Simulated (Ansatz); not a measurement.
# BH6NOSSi: the cost of one run

Method: unrestricted cation, the program's frozen cores in correlated methods; program: Ansatz 0.2.0, Gaussian basis.

Levels to be run: UKS PBE-D4/def2-TZVPP; UKS r2SCAN-D4/def2-TZVPP; UKS PBE0-D4/def2-TZVPP; UKS B3LYP-D4/def2-TZVPP; UKS wB97X-V/def2-TZVPP; UKS wB97M-V/def2-TZVPP; UKS B2PLYP/def2-TZVPP; UHF-CCSD(T)/def2-TZVPP; UHF-MP2/def2-QZVPP; extrapolation to the limit; then −ε(HOMO) from the neutral's earlier runs with LDA (SPW92), PBE-D4, revPBE-D4, BLYP-D4, r2SCAN-D4, B97M-V, PBE0-D4, B3LYP-D4, r2SCANh-D4, r2SCAN0-D4, HSE06-D4, BHLYP-D4, CAM-B3LYP-D4, LC-ωPBE, ωB97X-V, ωB97M-V.

### 1 The geometry

An earlier PBE0-D4 in a triple-zeta def2 set relaxation fixed the geometry.

SMILES `NB(S)O[SiH3]`, 11 atoms, charge 0, spin multiplicity 1.

Atoms are counted from 1 here; the program's logs count them from 0.

Bond lengths: N1–B2 1.401 Å, N1–H6 1.005 Å, N1–H7 1.002 Å, B2–S3 1.840 Å, B2–O4 1.366 Å, S3–H8 1.341 Å, O4–Si5 1.642 Å, Si5–H9 1.484 Å, Si5–H10 1.485 Å, Si5–H11 1.483 Å. Angles: B2–N1–H6 120.7°, B2–N1–H7 124.5°, H6–N1–H7 114.7°, N1–B2–S3 122.6°, N1–B2–O4 118.8°, S3–B2–O4 118.6°, B2–S3–H8 96.7°, B2–O4–Si5 138.1°, O4–Si5–H9 109.0°, O4–Si5–H10 111.0°, O4–Si5–H11 108.0°, H9–Si5–H10 109.6°, H9–Si5–H11 109.5°, H10–Si5–H11 109.8°.

Geometry (Å):

```xyz
11

N     0.72038    1.81956    0.56780
B     0.52115    0.48899    0.17814
S     1.90060   -0.72085    0.03647
O    -0.74709    0.07175   -0.11092
Si   -1.51039   -1.31968   -0.53097
H    -0.05444    2.45654    0.63642
H     1.61175    2.21825    0.79300
H     2.87834    0.11169    0.42321
H    -2.32539   -1.78804    0.61737
H    -0.53050   -2.37028   -0.90881
H    -2.39901   -1.02494   -1.68110
```

### 2 Cation, UKS PBE-D4/def2-TZVPP

in.yaml

```yaml
crystal:
  periodic: [false, false, false]
  atoms:
    - {symbol: N, position_ang: [0.720380, 1.819559, 0.567795]}
    - {symbol: B, position_ang: [0.521147, 0.488993, 0.178140]}
    - {symbol: S, position_ang: [1.900603, -0.720850, 0.036471]}
    - {symbol: O, position_ang: [-0.747091, 0.071754, -0.110918]}
    - {symbol: Si, position_ang: [-1.510385, -1.319681, -0.530969]}
    - {symbol: H, position_ang: [-0.054442, 2.456536, 0.636416]}
    - {symbol: H, position_ang: [1.611750, 2.218252, 0.792995]}
    - {symbol: H, position_ang: [2.878339, 0.111692, 0.423207]}
    - {symbol: H, position_ang: [-2.325391, -1.788038, 0.617374]}
    - {symbol: H, position_ang: [-0.530502, -2.370276, -0.908809]}
    - {symbol: H, position_ang: [-2.399011, -1.024939, -1.681099]}
basis:
  gaussian: {orbitals: def2-TZVPP}
total_charge: 1
magnetization: {spin_polarized: true, initial_magnetization: 1}
hamiltonian: {xc: pbe, dispersion: d4}
```

Run with:

```
$ ansatz run in.yaml --threads 2 --pin off --events-out ev --progress --plain --max-ram 31744MiB --backend cpu
```

**Question.** How long does this run take on 2 threads of AMD EPYC 7R13, shared host, and how much memory does it need?

About 24 s, with a peak of 0.88 GiB.
